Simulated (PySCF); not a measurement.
# H2O5Si2: the cost of one run

Program: PySCF 2.14.0. Level of theory: relaxation, pbe, def2-tzvp, and further levels as typed in the inputs. These are calculated values, not measurements.

## Step 1: The system as given

Bond lengths: H1–O2 0.970 Å, O2–Si3 1.680 Å, Si3–O4 1.680 Å, Si3–O5 1.680 Å, O5–Si6 1.680 Å, Si6–O7 1.680 Å, Si6–O8 1.680 Å, O8–H9 0.970 Å. Angles: H1–O2–Si3 82.7°, O2–Si3–O4 106.9°, O2–Si3–O5 107.3°, O4–Si3–O5 107.0°, Si3–O5–Si6 133.5°, O5–Si6–O7 108.3°, O5–Si6–O8 107.6°, O7–Si6–O8 140.6°, Si6–O8–H9 97.8°.

Structure file:

```xyz
9

H     0.7562   -0.6831   -1.8065
O     0.7501   -1.6530   -1.8156
Si   -0.8913   -1.4333   -1.5328
O    -1.5650   -2.9610   -1.3470
O    -1.0415   -0.6463   -0.0562
Si    0.0309    0.2131    0.9101
O     1.5176   -0.5686    0.8743
O    -0.6289    1.7363    1.1684
H     0.0823    2.2580    0.7648
```

## Step 2: Relaxation: H2O5Si2, charge +1

Contents of run.py:

```python
from pyscf import gto, dft
from pyscf.geomopt.geometric_solver import optimize
mol = gto.M(atom="mol.xyz", basis="def2-tzvp", charge=1, spin=1, verbose=4)
mf = dft.UKS(mol, xc="pbe").density_fit().run(conv_tol=1e-9)
for i in range(6):  # look for a lower solution of the same spin
    mo, _, ok, _ = mf.stability(return_status=True)
    if ok: break
    mf.kernel(mf.make_rdm1(mo, mf.mo_occ))
print(f"converged SCF energy = {mf.e_tot:.10f}, stable: {ok}")
mf = mf.newton()  # steadier than the usual iterations for open shells
m = optimize(mf, maxsteps=60)
print("optimised structure (A):")
for k in range(m.natm): print(m.atom_symbol(k), *(f"{x:.8f}" for x in m.atom_coords(unit="A")[k]))
```

Launch:

```
python run.py
```

**Question.** How long does this run take on 3 threads of Intel Xeon Platinum 8488C (Sapphire Rapids), shared host?

About 35 min.
